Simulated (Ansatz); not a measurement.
# Al5N: the cost of one run

Computed with Ansatz 0.2.0 (DFT PBE, scalar-relativistic, plane waves, PAW, unless a step's input says otherwise).

### Step 1. Starting point

The structure is cubic, space group F-43m (No. 216). Conventional cell: a = 7.101 Å, b = 7.101 Å, c = 7.101 Å, α = 90.00°, β = 90.00°, γ = 90.00°. Around Al (site symmetry -43m) lie 12 Al at 2.94 Å and 4 N at 3.07 Å. Al (site symmetry 3m) is surrounded by 9 Al at 2.50 to 2.94 Å and 3 N at 2.95 Å. N (site symmetry -43m) has 16 Al at 2.95 to 3.07 Å as nearest neighbours.

As a file:

```cif
data_structure
_symmetry_space_group_name_H-M 'P 1'
_symmetry_Int_Tables_number 1
_cell_length_a 5.0213
_cell_length_b 5.0213
_cell_length_c 5.0213
_cell_angle_alpha 60.000
_cell_angle_beta 60.000
_cell_angle_gamma 60.000
_cell_volume 89.52
loop_
_atom_site_label
_atom_site_type_symbol
_atom_site_fract_x
_atom_site_fract_y
_atom_site_fract_z
_atom_site_occupancy
Al1 Al 0.25000 0.25000 0.25000 1
Al2 Al 0.62426 0.12721 0.62426 1
Al3 Al 0.62426 0.62426 0.12721 1
Al4 Al 0.62426 0.62426 0.62426 1
Al5 Al 0.12721 0.62426 0.62426 1
N1 N 0.00000 0.00000 0.00000 1
```

Recipe of the guess: species swapped into a database cell of Be5Pt (F-43m, No. 216), with Al on the Be sites and N on the Pt sites. Its size is a rough estimate.

### Step 2. Probe: one point on a coarse mesh

input.yaml reads:

```yaml
crystal:
  lattice:
    - [0.0, 3.55057919, 3.55057919]
    - [3.55057919, 0.0, 3.55057919]
    - [3.55057919, 3.55057919, 0.0]
  atoms:
    - { symbol: Al, position: [0.25, 0.25, 0.25] }
    - { symbol: Al, position: [0.62426262, 0.12721214, 0.62426262] }
    - { symbol: Al, position: [0.62426262, 0.62426262, 0.12721214] }
    - { symbol: Al, position: [0.62426262, 0.62426262, 0.62426262] }
    - { symbol: Al, position: [0.12721214, 0.62426262, 0.62426262] }
    - { symbol: "N", position: [0.0, 0.0, 0.0] }
basis:
  ecutwfc: 420
kpoints:
  mp_grid: { grid: [4, 4, 4] }
hamiltonian:
  xc: pbe
scf:
  occupations: { method: gaussian, width: 0.1 }
  lower_state_search: "off"
output:
  forces: true
  stress: true
  eigenvalues: true
```

The run is started by

```
$ ansatz run input.yaml --threads 1 --pin off --max-ram 2560MiB --backend cpu --events-out ev --progress --plain --runs-dir out
```

Q: Estimate wall time and peak memory on 1 thread of Intel Xeon at 2.70GHz, shared host.

About 2.3 s, with a peak of 0.31 GiB.
